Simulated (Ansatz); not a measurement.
What does this script print? It uses Ansatz 0.2.0 through its Python package.

`ch7bossi.py`:
```python
# -*- coding: utf-8 -*-
'''One geometry of CH7BOSSi, method by method.'''

from pathlib import Path

import ansatz as az
import numpy as np

BASIS_SET = 'cc-pVDZ'

molecule = (
    az.Crystal.molecule()
    .atom('C', (-1.3832, 0.0155, 1.4976))
    .atom('S', (0.307, 0.5313, 1.7124))
    .atom('B', (0.9178, -0.6602, 0.388))
    .atom('Si', (1.1984, -0.0756, -1.4476))
    .atom('O', (0.6385, 1.5457, -1.6103))
    .atom('H', (-2.0595, 0.6665, 2.183))
    .atom('H', (-1.5422, -1.0166, 1.712))
    .atom('H', (-1.7186, 0.2927, 0.4396))
    .atom('H', (1.2492, -1.7476, 0.7462))
    .atom('H', (2.53, -0.216, -1.8384))
    .atom('H', (0.2683, -0.9315, -2.2785))
    .atom('H', (-0.3287, 1.5406, -1.4701))
)

base = molecule.calculation().basis(gaussian=BASIS_SET)

print('functional    E (Ha)        dipole (D)   HOMO (eV)  LUMO (eV)')
for name in ['revpbe', 'pbe', 'lc_wpbe', 'b3lyp']:
    data = base.functional(name).forces().orbitals().run(runs_dir='runs').report
    lines = Path(data['orbitals_path']).read_text().splitlines()
    field_of = lambda key: [line.split('=')[1].strip() for line in lines if line.startswith(key)]
    orbitals = [(27.211386 * float(e), s, float(n)) for e, s, n in zip(field_of('Ene='), field_of('Spin='), field_of('Occup='))]
    homo = max(e for e, _, n in orbitals if n > 0.5)
    lumo = min(e for e, _, n in orbitals if n < 0.5)
    dipole = 4.803205 * np.linalg.norm(data['charge_distribution']['dipole_moment_e_ang'])
    print(f'{name:10s} {data["free_energy_ev"] / 27.211386246:14.6f} {dipole:9.3f} {homo:11.3f} {lumo:10.3f}')
```

Output of `python ch7bossi.py`:
```text
functional    E (Ha)        dipole (D)   HOMO (eV)  LUMO (eV)
revpbe        -829.884721     2.171      -4.939     -3.392
pbe           -829.553000     2.195      -4.963     -3.494
lc_wpbe       -829.766900     2.398      -8.885     -0.280
b3lyp         -830.106353     2.230      -5.935     -2.713
```

Reading the output:
- Total energies depend on the basis set; only differences at equal settings carry meaning.
- The geometry is a force-field or estimated start, not a minimum of this method, and the basis set is short of its limit. A lower total doesn't mark the better method: functionals have no common bound, and MP2 and coupled cluster aren't variational.
- b3lyp holds the VWN-RPA fit, as in Gaussian; the form of ORCA and Turbomole is b3lyp5.
- Levels such as HOMO and LUMO are orbital energies: with these approximate functionals they aren't the ionisation energy and electron affinity, and their gap isn't the fundamental gap.
- For Al to Cl the sets with a tight d function, cc-pV(X+d)Z, are usual.
- Run time: 15 s on 1 thread of Intel(R) Xeon(R) Processor @ 2.30GHz, with other jobs on the host, peak memory 0.35 GiB.
